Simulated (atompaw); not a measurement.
# Pseudopotential generation for tellurium: PAW (atompaw), PBE

Task: generate the file, and judge it by its logarithmic derivatives, its ghosts and its cutoff.

Method: atompaw 4.2.0.5, PBE, scalar-relativistic.

**1. The design**

The settings as typed:

```
element                 : tellurium (Te, Z = 52)
type                    : PAW
frozen core             : [Ar] 3d10
valence charge          : 24
reference configuration : 4s2 4p6 4d10 5s2 5p4
partial waves           : 4s (bound): rc 1.15 bohr; 5s (bound): rc 1.65 bohr; 4p (bound): rc 1.40 bohr; 5p (bound): rc 1.65 bohr; 4d (bound): rc 1.10 bohr; 4d channel at 0.3 Ry: rc 1.65 bohr
local potential         : vpsmatchnc scheme with l = 3 at 0 Ry, radius 1.20 bohr
core correction         : smooth core density matched at 1.05 bohr
augmentation charge     : besselshape compensation charge, radius 1.30 bohr; PAW radius 1.65 bohr; waves and projectors: custom polynom vanderbiltortho
```

The outer shells as boxes (Hund's rule for the drawing; the calculation is spin-unpolarised):

```
[Ar] core
3d [↑↓][↑↓][↑↓][↑↓][↑↓]
4s [↑↓]
4p [↑↓][↑↓][↑↓]
4d [↑↓][↑↓][↑↓][↑↓][↑↓]
5s [↑↓]
5p [↑↓][↑ ][↑ ]
```

**2. Generating the potential**

File Te.input:

```
Te 52
GGA-PBE scalarrelativistic loggrid 1500 logderivrange -14 5 476
5 5 4 0 0 0
5 1 4
0 0 0
c
c
c
v
v
c
c
v
v
c
v
2
1.65 1.30 1.20 1.05
n
n
y
0.3
n
custom polynom vanderbiltortho besselshape
3 0 vpsmatchnc
1.15
1.65
1.40
1.65
1.10
1.65
PWSCFOUT
UPFDX 0.0125d0 UPFXMIN -7.d0 UPFZMESH 52.d0
END
```

On the command line:

```console
$ atompaw < Te.input > Te.log
```

Q: Predict the outcome of this session. Wanted: cutoffs for 10 and 1 mRy, occupied levels; bound ghosts; largest phase difference near zero energy, channels read; lowest eigenvalue of the overlap; share of valence orbitals outside the PAW sphere; UPF file.

As calculated:

| quantity | value |
| --- | --- |
| cutoffs for 10 and 1 mRy, occupied levels | 120 Ry and 200 Ry |
| bound ghosts | s at -188.54 eV |
| largest phase difference near zero energy, channels read | 0.023 rad |
| lowest eigenvalue of the overlap (Bessel basis) | 0.138 (d) |
| share of valence orbitals outside the PAW sphere | 4s 0 %, 5s 71 %, 4p 1 %, 5p 87 %, 4d 6 % |
| UPF file | written |

A bound ghost (s) makes it unfit for use: electrons can fall into a state that the atom doesn't have. The potential is hard: the looser tolerance needs 120 Ry. The slowest occupied level is 4d: taken alone it needs 120 Ry to come within 1 mRy, against 70 Ry for 4p. Near zero energy the phases of the channels with partial waves agree within 0.023 rad. The pseudo curves have a pole with no partner nearby in the atom's: s at -13.84 Ry.
